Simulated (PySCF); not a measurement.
**One shape, several levels: C2H6BN (SMILES C=CBN)**

We compute a comparison of 5 runs (HF/3-21G, B3LYP/6-31G*, SVWN5/cc-pVDZ, CCSD(T)/STO-3G) of C2H6BN. 

The results are computed with PySCF 2.14.0.

## (1) The molecule

The species is C2H6BN (10 atoms), meant as a singlet with charge 0. SMILES: `C=CBN`. Geometry: relaxed at GFN2-xTB. This is one conformer, not always the lowest.

Bond lengths: C1–C2 1.328 Å, C2–B3 1.565 Å, B3–N4 1.382 Å, C1–H5 1.080 Å, C1–H6 1.080 Å, C2–H7 1.086 Å, B3–H8 1.174 Å, N4–H9 1.007 Å, N4–H10 1.006 Å. Some angles: C1–C2–B3 125.4°, C2–B3–N4 119.8°, C1–C2–H7 117.0°, B3–C2–H7 117.6°, C2–C1–H5 123.1°, C2–C1–H6 121.7°, C2–B3–H8 121.3°, N4–B3–H8 118.8°, B3–N4–H9 122.8°, B3–N4–H10 124.4°.

## (2) Energy and gradient at HF/3-21G (run 1)

Contents of input.py:

```python
# C=CBN
from pyscf import gto, scf

mol = gto.M(
    atom='''
C     -1.610859     1.941486    -1.676565
C     -1.386039    -0.507032    -1.178244
B      0.822031    -1.747600     0.347899
N      1.982833    -0.414266     2.270090
H     -3.145695     2.719656    -2.774647
H     -0.228714     3.298082    -1.033019
H     -2.827975    -1.750019    -1.945303
H      1.516845    -3.807212    -0.097359
H      1.459889     1.347526     2.762666
H      3.417664    -1.080602     3.324463
''',
    max_memory=1860,
    spin=0,
    basis='3-21g',
    unit='bohr',
    verbose=3,
    charge=0,
)

myscf = scf.RHF(mol)
myscf.conv_tol = 1e-10
myscf.kernel()
if not myscf.converged:
    myscf = myscf.newton().run(myscf.mo_coeff, myscf.mo_occ)

energy = myscf.e_tot
print('E = %.10f Eh' % energy)
grad = myscf.nuc_grad_method().kernel()
myscf.analyze()
```

Started as:

```
$ OMP_NUM_THREADS=1 python input.py
```

Log:

```text
converged SCF energy = -157.51274855284
[... 17 lines left out ...]
MO #8   energy= -0.697064882726754 occ= 2
[... 7 lines left out ...]
MO #16  energy= 0.13835965628825   occ= 0
[... 7 lines left out ...]
MO #24  energy= 0.440109316719285  occ= 0
[... 7 lines left out ...]
MO #32  energy= 1.02867185984055   occ= 0
[... 7 lines left out ...]
MO #40  energy= 1.39838469770219   occ= 0
[... 7 lines left out ...]
MO #48  energy= 2.78552668671736   occ= 0
[... 11 lines left out ...]
Dipole moment(X, Y, Z, Debye):  0.60006,  1.09576,  1.22377
```

It took 2.4 s on 1 thread of Intel Xeon at 2.70GHz, shared host; peak memory 0.12 GiB.

## (3) Energy and gradient at B3LYP/6-31G(d) (spherical functions) (run 2)

Contents of job.py:

```python
from pyscf import gto, dft

molecule = gto.M(
    atom='''
C   -0.852430   1.027390  -0.887200
C   -0.733460  -0.268310  -0.623500
B    0.435000  -0.924790   0.184100
N    1.049270  -0.219220   1.201280
H   -1.664630   1.439180  -1.468280
H   -0.121030   1.745270  -0.546650
H   -1.496500  -0.926070  -1.029410
H    0.802680  -2.014690  -0.051520
H    0.772540   0.713080   1.461940
H    1.808550  -0.571830   1.759230
''',
    basis='6-31g*',
    spin=0,
    verbose=3,
    max_memory=1860,
)

mf = dft.RKS(molecule)
mf.xc = 'b3lyp'
mf.conv_tol = 1e-10
mf.grids.level = 5
mf.kernel()
if not mf.converged:
    mf = mf.newton().run(mf.mo_coeff, mf.mo_occ)

energy = mf.e_tot
print('Final energy', energy)
grad = mf.nuc_grad_method().kernel()
mf.analyze()
```

Started as:

```
$ OMP_NUM_THREADS=1 python job.py
```

Log:

```text
converged SCF energy = -159.441257165196
[... 17 lines left out ...]
MO #8   energy= -0.510625022419724 occ= 2
[... 11 lines left out ...]
MO #20  energy= 0.14259521231394   occ= 0
[... 11 lines left out ...]
MO #32  energy= 0.611963994945282  occ= 0
[... 11 lines left out ...]
MO #44  energy= 0.992648912172601  occ= 0
[... 11 lines left out ...]
MO #56  energy= 1.86806843795108   occ= 0
[... 11 lines left out ...]
MO #68  energy= 2.93743854212716   occ= 0
[... 11 lines left out ...]
Dipole moment(X, Y, Z, Debye):  0.62538,  1.03477,  1.28105
```

Run time: 30 s. Hardware: 1 thread of Intel Xeon at 2.70GHz, shared host; peak memory 0.7 GiB.

Runs 3 to 4 aren't shown in full; the table further down has their settings and results.

## (4) A single-point energy at CCSD(T)/STO-3G (run 5)

Contents of start.xyz:

```xyz
10

C     -0.852430     1.027390    -0.887200
C     -0.733460    -0.268310    -0.623500
B      0.435000    -0.924790     0.184100
N      1.049270    -0.219220     1.201280
H     -1.664630     1.439180    -1.468280
H     -0.121030     1.745270    -0.546650
H     -1.496500    -0.926070    -1.029410
H      0.802680    -2.014690    -0.051520
H      0.772540     0.713080     1.461940
H      1.808550    -0.571830     1.759230
```

Contents of run.py:

```python
from pyscf import gto, cc

system = gto.Mole()
system.atom = 'start.xyz'
system.verbose = 3
system.basis = 'sto-3g'
system.max_memory = 1860
system.build()

mf = system.RHF()
mf.conv_tol = 1e-10
mf.kernel()
if not mf.converged:
    mf = mf.newton().run(mf.mo_coeff, mf.mo_occ)

mycc = cc.CCSD(mf, frozen=4)
mycc.kernel()
e_t = mycc.ccsd_t()
etot = mycc.e_tot + e_t
print(f'total energy: {etot:.8f} hartree')
mf.analyze()
```

Started as:

```
$ OMP_NUM_THREADS=1 python run.py
```

Log:

```text
converged SCF energy = -156.413935575833
E(CCSD) = -156.6759427831209  E_corr = -0.2620072072879719
CCSD(T) correction = -0.00371289065534911
total energy: -156.67965567 hartree
**** MO energy ****
MO #1   energy= -15.3293803756265  occ= 2
MO #2   energy= -11.0072675145807  occ= 2
MO #3   energy= -10.978365368254   occ= 2
MO #4   energy= -7.38224357521083  occ= 2
MO #5   energy= -1.10055124766131  occ= 2
MO #6   energy= -0.964716282782771 occ= 2
MO #7   energy= -0.736056920669441 occ= 2
MO #8   energy= -0.644660883341812 occ= 2
MO #9   energy= -0.633957093785077 occ= 2
MO #10  energy= -0.557640602494268 occ= 2
MO #11  energy= -0.525210293693    occ= 2
MO #12  energy= -0.451467333567152 occ= 2
MO #13  energy= -0.394607410589333 occ= 2
MO #14  energy= -0.383809545066546 occ= 2
MO #15  energy= -0.304867171475845 occ= 2
MO #16  energy= 0.26763257979396   occ= 0
MO #17  energy= 0.426136070405366  occ= 0
MO #18  energy= 0.609516173010957  occ= 0
MO #19  energy= 0.642550397395818  occ= 0
MO #20  energy= 0.646228440988084  occ= 0
MO #21  energy= 0.718124609619487  occ= 0
MO #22  energy= 0.753343564644862  occ= 0
MO #23  energy= 0.865964009391353  occ= 0
MO #24  energy= 0.909081312028305  occ= 0
MO #25  energy= 1.00639754367421   occ= 0
MO #26  energy= 1.07681742090829   occ= 0
 ** Mulliken atomic charges  **
charge of    0C =     -0.07420
charge of    1C =     -0.09757
charge of    2B =      0.12812
charge of    3N =     -0.23515
charge of    4H =      0.03081
charge of    5H =      0.02462
charge of    6H =      0.02622
charge of    7H =     -0.07164
charge of    8H =      0.13393
charge of    9H =      0.13484
Dipole moment(X, Y, Z, Debye):  0.65415,  0.82395,  1.14622
```

Run time: 2.9 s. Hardware: 1 thread of Intel Xeon at 2.70GHz, shared host; peak memory 0.12 GiB.

## (5) All runs side by side

| run | level | integration grid | Cartesian functions | energy (Eh) | dipole moment (D) of the reference | HOMO energy (eV) | LUMO energy (eV) | wall time |
| --- | --- | --- | --- | --- | --- | --- | --- | --- |
| 1 | HF/3-21G | – | no | -157.512749 | 1.75 | -9.85 | 3.76 | 2.4 s |
| 2 | B3LYP/6-31G* (spherical functions) | 5 | no | -159.441257 | 1.76 | -6.89 | -0.30 | 30 s |
| 3 | B3LYP/6-31G* (Cartesian functions) | 5 | yes | -159.444349 | 1.76 | -6.89 | -0.30 | 33 s |
| 4 | SVWN5/cc-pVDZ | 5 | no | -157.947676 | 1.91 | -6.32 | -1.54 | 27 s |
| 5 | CCSD(T)/STO-3G | – | no | -156.679656 | 1.56 | -8.30 | 7.28 | 2.9 s |

## (6) Outcome

```
                                          quantity          value
                               run 5: total energy  -156.67966 Eh
       run 5: dipole moment (Hartree–Fock density)         1.56 D
        run 5: HOMO energy (Hartree–Fock orbitals)       -8.30 eV
        run 5: LUMO energy (Hartree–Fock orbitals)        7.28 eV
      run 5: HOMO–LUMO gap (Hartree–Fock orbitals)       15.58 eV
run 5: correlation energy (4 core orbitals frozen)     -265.7 mEh
                             run 5: (T) correction      -3.71 mEh
                              run 5: T1 diagnostic          0.016
```

Over runs 1, 2, 3, 4 the dipole moment (its size) runs from 1.75 D (HF/3-21G) to 1.91 D (SVWN5/cc-pVDZ). The two ends differ in method and basis. Over runs 1, 2, 3, 4 the HOMO–LUMO gap runs from 4.78 eV (SVWN5/cc-pVDZ) to 13.61 eV (HF/3-21G). Totals of different functionals can't be ranked against each other. In run 5 the basis is minimal, so the values are rough. All runs together took 96 s, the longest 33 s.
